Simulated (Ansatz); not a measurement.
# RbLa2Cl2: the cost of one run

Program: Ansatz 0.2.0. Level of theory: DFT PBE, scalar-relativistic, plane waves, PAW. These are calculated values, not measurements.

1 further run of the same task is left out (it didn't finish).

## 1. Starting point

The structure is trigonal, space group P-3m1 (No. 164). The conventional cell has a = 5.125 Å, b = 5.125 Å, c = 8.431 Å, α = 90.00°, β = 90.00°, γ = 120.00°. Rb (site symmetry -3m) has 6 Cl at 3.65 Å as nearest neighbours. La (site symmetry 3m) has 4 Cl at 3.12 to 3.19 Å as nearest neighbours. Cl (site symmetry 3m) is surrounded by 4 La at 3.12 to 3.19 Å and 3 Rb at 3.65 Å.

As a file:

```
Rb La Cl
1.0
     5.12471    0.00000    0.00000
    -2.56236    4.43813    0.00000
     0.00000    0.00000    8.43094
Rb La Cl
1 2 2
Direct
  0.00000 0.00000 0.00000
  0.33333 0.66667 0.63080
  0.66667 0.33333 0.36920
  0.66667 0.33333 0.74710
  0.33333 0.66667 0.25290
```

A structure generator made this guess: species swapped into a database cell of EuMg2Sb2 (P-3m1, No. 164), with Rb on the Eu sites, La on the Mg sites and Cl on the Sb sites. The dimensions are guesses.

## 2. Probe: one point on a coarse mesh

input.yaml reads:

```yaml
crystal:
  lattice:
    - [5.12471113, 0.0, 0.0]
    - [-2.56235556, 4.43813002, 0.0]
    - [0.0, 0.0, 8.43094077]
  atoms:
    - { symbol: Rb, position: [0.0, 0.0, 0.0] }
    - { symbol: La, position: [0.33333333, 0.66666667, 0.63080001] }
    - { symbol: La, position: [0.66666667, 0.33333333, 0.36919999] }
    - { symbol: Cl, position: [0.66666667, 0.33333333, 0.7471] }
    - { symbol: Cl, position: [0.33333333, 0.66666667, 0.2529] }
basis:
  ecutwfc: 420
kpoints:
  mp_grid: { grid: [6, 6, 2] }
hamiltonian:
  xc: pbe
scf:
  occupations: { method: gaussian, width: 0.1 }
  lower_state_search: "off"
output:
  forces: true
  stress: true
  eigenvalues: true
```

The run is started by

```sh
$ ansatz run input.yaml --threads 1 --pin off --max-ram 2560MiB --backend cpu --events-out ev --progress --plain --runs-dir out
```

What time and memory should one allow on 1 thread of Arm Neoverse V2, shared host?

About 5.3 s, with a peak of 0.43 GiB.
